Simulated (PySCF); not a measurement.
# C8H8BN3O2: NMR shifts at several levels of theory, part 2 of 2

PySCF 2.14.0. Atoms count from 0. Earlier steps stand in the parts before.

## 6. NMR shieldings: KT2/pcSseg-1

The job: settings as JSON, then the geometry in Å.

```
{"job": {"kind": "nmr", "xc": "KT2", "basis": "pcSseg-1", "pop": false}, "charge": 0, "multiplicity": 1}
N      3.538292     0.944873    -0.191291
C      2.714581    -0.099668    -0.355450
O      3.080748    -1.222893    -0.679008
N      1.347833     0.171214    -0.129601
N      1.071755     1.453088     0.217769
C     -0.146833     1.796143     0.445462
C     -1.305275     0.929152     0.369938
C     -2.595173     1.418029     0.639461
C     -3.684861     0.563872     0.560388
C     -3.502296    -0.782321     0.214250
C     -2.228765    -1.269296    -0.053113
C     -1.113127    -0.423280     0.019993
B      0.334199    -0.886093    -0.264880
O      0.662821    -2.140939    -0.608208
H      4.526551     0.798375    -0.328573
H      3.141691     1.834501     0.086745
H     -0.288752     2.847286     0.719753
H     -2.733088     2.468580     0.909424
H     -4.689229     0.940750     0.768451
H     -4.367347    -1.447388     0.155110
H     -2.080381    -2.317640    -0.323747
H      1.639288    -2.173483    -0.729853
```

Level: GIAO KT2/pcSseg-1 NMR shielding, non-relativistic, gas phase.

Standard output:

```text
coarse grid: 20096 points
cycle   1  E = -659.8556996359  dE =  2.572e+00  |g| = 1.251e+00  |ddm| = 4.897e+00
cycle   2  E = -655.9289169767  dE =  3.927e+00  |g| = 3.757e+00  |ddm| = 4.082e+00
cycle   3  E = -659.9327387154  dE = -4.004e+00  |g| = 8.973e-01  |ddm| = 3.887e+00
cycle   4  E = -660.1527790360  dE = -2.200e-01  |g| = 2.282e-01  |ddm| = 1.250e+00
cycle   5  E = -660.1532083477  dE = -4.293e-04  |g| = 2.193e-01  |ddm| = 3.874e-01
cycle   6  E = -660.1646578644  dE = -1.145e-02  |g| = 6.736e-02  |ddm| = 2.567e-01
cycle   7  E = -660.1656288762  dE = -9.710e-04  |g| = 2.845e-02  |ddm| = 8.638e-02
cycle   8  E = -660.1658013238  dE = -1.724e-04  |g| = 1.139e-02  |ddm| = 3.956e-02
cycle   9  E = -660.1658312951  dE = -2.997e-05  |g| = 3.090e-03  |ddm| = 1.490e-02
cycle  10  E = -660.1658335200  dE = -2.225e-06  |g| = 1.391e-03  |ddm| = 4.262e-03
final grid: 199240 points
cycle  11  E = -660.2047972822  dE = -5.450e-04  |g| = 1.603e-02  |ddm| = 1.647e-01
cycle  12  E = -660.2047514033  dE =  4.588e-05  |g| = 2.001e-02  |ddm| = 4.159e-02
cycle  13  E = -660.2048500882  dE = -9.868e-05  |g| = 6.294e-03  |ddm| = 3.066e-02
cycle  14  E = -660.2048601392  dE = -1.005e-05  |g| = 1.383e-03  |ddm| = 7.336e-03
cycle  15  E = -660.2048605842  dE = -4.450e-07  |g| = 4.790e-04  |ddm| = 1.955e-03
cycle  16  E = -660.2048606403  dE = -5.608e-08  |g| = 1.831e-04  |ddm| = 6.521e-04
cycle  17  E = -660.2048606469  dE = -6.632e-09  |g| = 7.849e-05  |ddm| = 2.051e-04
cycle  18  E = -660.2048606481  dE = -1.189e-09  |g| = 2.377e-05  |ddm| = 7.563e-05
cycle  19  E = -660.2048606482  dE = -1.062e-10  |g| = 8.364e-06  |ddm| = 2.416e-05
converged SCF energy = -660.2048606482

GIAO shielding tensors (ppm)
atom      isotropic    diamagn.    paramagn.     s11        s22        s33       span
  0 N      172.086     322.754    -150.669    105.388    183.140    227.729    122.341
  1 C       29.534     245.255    -215.721    -44.974     56.318     77.258    122.233
  2 O       54.128     403.357    -349.229    -70.129    -51.659    284.171    354.300
  3 N       54.225     335.802    -281.577    -25.443     24.731    163.388    188.831
  4 N      -55.438     324.226    -379.664   -277.597    -72.911    184.194    461.791
  5 C       50.837     250.151    -199.313    -30.520     64.608    118.423    148.943
  6 C       55.152     259.861    -204.708    -35.516     24.237    176.736    212.252
  7 C       61.492     248.722    -187.230    -30.889     50.298    165.067    195.956
  8 C       56.766     255.034    -198.268    -44.601     43.590    171.307    215.908
  9 C       58.599     254.381    -195.782    -41.268     45.571    171.494    212.763
 10 C       55.862     251.244    -195.382    -48.839     38.402    178.023    226.862
 11 C       58.313     256.904    -198.592    -17.138     -2.887    194.963    212.102
 12 B       76.911     200.336    -123.424     51.938     82.416     96.380     44.442
 13 O      193.980     390.786    -196.805     97.090    177.689    307.162    210.071
 14 H       27.092      26.497       0.595     22.871     23.642     34.764     11.893
 15 H       23.850      34.676     -10.826     14.452     25.934     31.165     16.713
 16 H       23.859      31.493      -7.634     19.334     25.192     27.051      7.717
 17 H       23.923      31.488      -7.565     20.171     24.371     27.229      7.058
 18 H       23.697      27.353      -3.657     20.114     24.682     26.295      6.181
 19 H       23.737      28.450      -4.713     20.001     24.787     26.423      6.421
 20 H       22.990      32.201      -9.210     18.238     22.839     27.895      9.657
 21 H       20.973      33.272     -12.299      7.498     20.506     34.916     27.418
```

It took 36 s on 8 threads of Arm Neoverse V1, shared host.

Key values: δ C1 153.7, C5 132.4, C6 128.1, C10 127.4, H21 10.21, H20 8.19 ppm.

## 7. NMR shieldings: HF/pcSseg-1

The job, as its differences from that of step 6:

```diff
@@ -1,2 +1,2 @@
-{"job": {"kind": "nmr", "xc": "KT2", "basis": "pcSseg-1", "pop": false}, "charge": 0, "multiplicity": 1}
+{"job": {"kind": "nmr", "xc": "HF", "basis": "pcSseg-1", "pop": false}, "charge": 0, "multiplicity": 1}
 N      3.538292     0.944873    -0.191291
```

Level: GIAO HF/pcSseg-1 NMR shielding, non-relativistic, gas phase.

Standard output:

```text
final grid: 199240 points
cycle   1  E = -645.1023550511  dE =  4.501e+00  |g| = 1.037e+00  |ddm| = 4.694e+00
cycle   2  E = -645.2936360323  dE = -1.913e-01  |g| = 6.829e-01  |ddm| = 1.390e+00
cycle   3  E = -645.3788920952  dE = -8.526e-02  |g| = 1.343e-01  |ddm| = 5.746e-01
cycle   4  E = -645.3841864257  dE = -5.294e-03  |g| = 4.045e-02  |ddm| = 2.253e-01
cycle   5  E = -645.3846464996  dE = -4.601e-04  |g| = 1.216e-02  |ddm| = 4.658e-02
cycle   6  E = -645.3847120446  dE = -6.555e-05  |g| = 4.592e-03  |ddm| = 2.031e-02
cycle   7  E = -645.3847274533  dE = -1.541e-05  |g| = 2.089e-03  |ddm| = 9.563e-03
cycle   8  E = -645.3847299158  dE = -2.462e-06  |g| = 6.714e-04  |ddm| = 4.231e-03
cycle   9  E = -645.3847302300  dE = -3.142e-07  |g| = 2.731e-04  |ddm| = 1.398e-03
cycle  10  E = -645.3847302834  dE = -5.340e-08  |g| = 1.135e-04  |ddm| = 5.436e-04
cycle  11  E = -645.3847302981  dE = -1.469e-08  |g| = 5.546e-05  |ddm| = 3.074e-04
cycle  12  E = -645.3847303019  dE = -3.845e-09  |g| = 2.525e-05  |ddm| = 1.637e-04
cycle  13  E = -645.3847303028  dE = -8.479e-10  |g| = 1.090e-05  |ddm| = 8.733e-05
converged SCF energy = -645.3847303028

GIAO shielding tensors (ppm)
atom      isotropic    diamagn.    paramagn.     s11        s22        s33       span
  0 N      181.731     324.421    -142.691    106.005    193.814    245.373    139.368
  1 C       20.690     240.038    -219.347    -67.503     35.799     93.775    161.278
  2 O       68.567     402.555    -333.988    -74.719    -48.192    328.612    403.331
  3 N       80.876     333.838    -252.962      6.525     47.892    188.212    181.687
  4 N      -85.460     321.846    -407.306   -383.704    -90.900    218.225    601.929
  5 C       40.992     247.928    -206.936    -73.074     61.923    134.127    207.201
  6 C       48.776     260.746    -211.970    -68.234     23.146    191.416    259.650
  7 C       57.273     251.326    -194.053    -53.151     46.654    178.317    231.468
  8 C       50.994     256.911    -205.916    -69.024     37.415    184.592    253.616
  9 C       53.265     256.281    -203.016    -65.733     40.735    184.793    250.525
 10 C       48.101     250.518    -202.416    -76.992     31.841    189.455    266.447
 11 C       51.567     255.879    -204.312    -42.088    -11.798    208.586    250.674
 12 B       83.471     195.826    -112.356     61.504     85.057    103.851     42.347
 13 O      234.951     391.215    -156.264    138.823    227.746    338.285    199.462
 14 H       26.909      26.542       0.367     20.964     23.784     35.978     15.013
 15 H       24.233      34.218      -9.985     14.942     25.779     31.978     17.036
 16 H       23.703      31.462      -7.759     18.801     24.959     27.350      8.549
 17 H       23.930      31.084      -7.154     19.383     24.767     27.639      8.256
 18 H       23.762      27.656      -3.894     19.584     25.032     26.670      7.086
 19 H       23.818      28.499      -4.680     19.477     25.074     26.904      7.427
 20 H       22.951      31.578      -8.627     17.565     22.815     28.474     10.909
 21 H       20.944      31.996     -11.052      5.818     19.301     37.712     31.895
```

Run time: 33 s. Hardware: 8 threads of Arm Neoverse V1, shared host.

This run: δ C1 170.2, C5 149.9, C10 142.7, C6 142.1, H21 10.74, H20 8.73 ppm.

## 8. Run by run: NMR shifts

Shifts (ppm) of some atoms, chosen among heavy atoms and hydrogens apart, with basis size and wall time:

```
             run     C5   H20   H16     N4     N3     O2    O13  functions  time
   PBE0/pcSseg-1  143.9  8.57  7.74  342.3  211.3  291.9  132.9        278  53 s
    PBE/pcSseg-1  140.2  8.41  7.57  337.7  219.6  297.1  147.6        278  36 s
wB97X-D/pcSseg-1  145.8  8.58  7.74  342.4  204.8  287.6  125.3        278  66 s
    KT2/pcSseg-1  132.4  8.19  7.32  319.7  210.1  276.5  136.7        278  36 s
     HF/pcSseg-1  149.9  8.73  7.98  351.2  184.8  264.7   98.4        278  33 s
```

## 9. Outcome

This closing draws on all 2 parts.

| quantity | value |
| --- | --- |
| point group | Cs |
| rotational constants (main isotopes) | 1.68, 0.48, 0.37 GHz |
| ¹³C shifts against TMS (PBE0/pcSseg-1) | 164.3, 143.9, 139.3, 138.5, 137.3, 136.3, 135.6, 132.4 ppm |
| ¹H shifts against TMS (PBE0/pcSseg-1, means over atoms taken as alike) | 10.59, 8.57, 7.82, 7.79, 7.74, 7.63, 5.89 ppm |
| ¹⁵N shifts against NH3 (PBE0/pcSseg-1) | 342.3, 211.3, 95.7 ppm |
| ¹⁷O shifts against H2O (PBE0/pcSseg-1) | 291.9, 132.9 ppm |
| ¹¹B shifts against BF3·OEt2 (PBE0/pcSseg-1) | 27.0 ppm |
| range of the shift of O13 | 98.4 to 147.6 ppm |

What this shows: Single values in the summary come from the first run of each kind that ended normally (PBE0/pcSseg-1), which need not be the best level. Over 10 steps the energy fell by 0.066 eV; of the close pairs, C10–H20 changed most, 1.079 to 1.093 Å. At PBE0/pcSseg-1: Shielding is most anisotropic at N4 (span 532 ppm, paramagnetic term -400 ppm). NICS(1)zz of -29 ppm above the planar ring from C6 marks a diatropic (aromatic) ring current. Across the 5 runs the shift of O13 moves most, between 98.4 (HF/pcSseg-1) and 147.6 ppm (PBE/pcSseg-1).
